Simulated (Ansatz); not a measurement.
**C₂H₃FSe: up Jacob's ladder to CCSD(T)**

Aim: compute C₂H₃FSe with functionals from several rungs and with coupled cluster, and see how far each lands from CCSD(T) at the basis-set limit for the atomisation energy.

Program: Ansatz 0.2.0, Gaussian basis. Level of theory: functionals in def2-TZVPP, the program's frozen cores in correlated methods. These are calculated values, not measurements.

The runs, in order: LDA (SPW92), PBE-D4, revPBE-D4, BLYP-D4, r2SCAN-D4, B97M-V, PBE0-D4, B3LYP-D4, r2SCANh-D4, r2SCAN0-D4, HSE06-D4, BHLYP-D4, CAM-B3LYP-D4, LC-ωPBE, ωB97X-V, ωB97M-V, B2PLYP, PBE-QIDH; CCSD(T)/def2-SVP; CCSD(T)/def2-TZVPP; MP2/def2-QZVPP; extrapolation to the limit; RPA on PBE.

## (1) The relaxed structure

The geometry comes from an earlier relaxation with PBE0-D4 in a triple-zeta def2 set; it is a stationary point, not always the lowest conformer.

SMILES `CC(F)=[Se]`, 7 atoms, charge 0, spin multiplicity 1.

Atoms are counted from 1 here; the program's logs count them from 0.

Bond lengths: C1–C2 1.479 Å, C1–H5 1.086 Å, C1–H6 1.095 Å, C1–H7 1.095 Å, C2–F3 1.330 Å, C2–Se4 1.750 Å. Angles: C2–C1–H5 111.1°, C2–C1–H6 109.3°, C2–C1–H7 109.3°, H5–C1–H6 110.0°, H5–C1–H7 110.1°, H6–C1–H7 106.9°, C1–C2–F3 110.7°, C1–C2–Se4 128.7°, F3–C2–Se4 120.6°.

As a file:

```
C     0.1417    0.6738   -0.0547
C    -0.1300   -0.7756    0.0591
F     0.5803   -1.3107    1.0483
Se   -1.2058   -1.7655   -0.9032
H    -0.4346    1.1170   -0.8611
H    -0.1019    1.1635    0.8940
H     1.2116    0.8294   -0.2283
```

## (2) LDA

This LDA is Slater exchange with PW92 correlation.

in.yaml reads:

```yaml
crystal:
  periodic: [false, false, false]
  atoms:
    - {symbol: C, position_ang: [0.141673, 0.673769, -0.054679]}
    - {symbol: C, position_ang: [-0.129992, -0.775614, 0.059133]}
    - {symbol: F, position_ang: [0.580284, -1.310711, 1.048349]}
    - {symbol: Se, position_ang: [-1.205769, -1.765457, -0.903189]}
    - {symbol: H, position_ang: [-0.434639, 1.117006, -0.861096]}
    - {symbol: H, position_ang: [-0.101915, 1.163478, 0.893950]}
    - {symbol: H, position_ang: [1.211559, 0.829428, -0.228267]}
basis:
  gaussian: {orbitals: def2-TZVPP}
hamiltonian: {xc: lda}
output: {orbitals: {seedname: orbitals}}
```

Command:

```sh
$ ansatz run in.yaml --threads 2 --pin off --events-out ev --progress --plain --max-ram 4352MiB
```

The runs that follow: PBE-D4 (GGA); revPBE-D4 (GGA); BLYP-D4 (GGA); r2SCAN-D4 (meta-GGA); B97M-V (meta-GGA); B3LYP-D4 (hybrid); r2SCANh-D4 (hybrid); r2SCAN0-D4 (hybrid); HSE06-D4 (hybrid); BHLYP-D4 (hybrid); CAM-B3LYP-D4 (range-separated); LC-ωPBE (range-separated); ωB97X-V (range-separated); ωB97M-V (range-separated); B2PLYP (double hybrid); PBE-QIDH (double hybrid); CCSD(T) in def2-SVP; CCSD(T) in def2-TZVPP; MP2 in def2-QZVPP; RPA on PBE orbitals.

Before running them: what should the planned runs give, taken together? Wanted: atomisation energy, CCSD(T)/CBS; farthest beyond LDA; mean size of error, GGA; mean size of error, meta-GGA; mean size of error, hybrid; mean size of error, range-separated; mean size of error, double hybrid; gap, smallest and largest; T1 diagnostic.

As calculated:

| quantity | value |
| --- | --- |
| atomisation energy, CCSD(T)/CBS | 2607.6 kJ/mol |
| functionals within 26.1 kJ/mol (1.0 %) | revPBE-D4, BLYP-D4, r2SCAN-D4, B97M-V, PBE0-D4, B3LYP-D4, r2SCANh-D4, HSE06-D4, CAM-B3LYP-D4, LC-ωPBE, ωB97X-V, ωB97M-V, PBE-QIDH |
| farthest beyond LDA | BHLYP-D4 (-122.0 kJ/mol) |
| mean size of error, GGA | 46.0 kJ/mol |
| mean size of error, meta-GGA | 10.8 kJ/mol |
| mean size of error, hybrid | 36.8 kJ/mol |
| mean size of error, range-separated | 9.7 kJ/mol |
| mean size of error, double hybrid | 22.4 kJ/mol |
| gap, smallest and largest | 2.37 eV (LDA (SPW92)), 9.28 eV (LC-ωPBE) |
| T1 diagnostic | 0.0155 |
| triples share of the correlation energy | 4.0 % |

**Reading.** LDA overbinds by 469.6 kJ/mol (18 %). PBE-D4 misses by +101.4 kJ/mol. Double hybrids carry the basis error of their MP2 part in triple zeta, and no dispersion term here, so their miss is partly the set-up's. The rungs range-separated, meta-GGA, double hybrid miss on average by less than the doubt on the reference (26.1 kJ/mol), so they tie. The reference freezes the cores and leaves out relativity and excitations past (T), and its outer-core shells are covered unevenly, so misses under about 26.1 kJ/mol can't be ranked. All levels share the lack of spin-orbit coupling, which lowers the free heavy atoms and so the true binding. Hartree-Fock recovers 69 % of the binding; the rest is correlation. CCSD(T) in def2-SVP is off by -142.5 kJ/mol, more than most functionals: a good method in a small basis is no reference. Orbital gaps span 2.4 to 9.3 eV; exact exchange widens them. The restricted reference is unstable towards a spin-broken one. Correlated methods include outer-core shells of Se, which these sets cover unevenly.
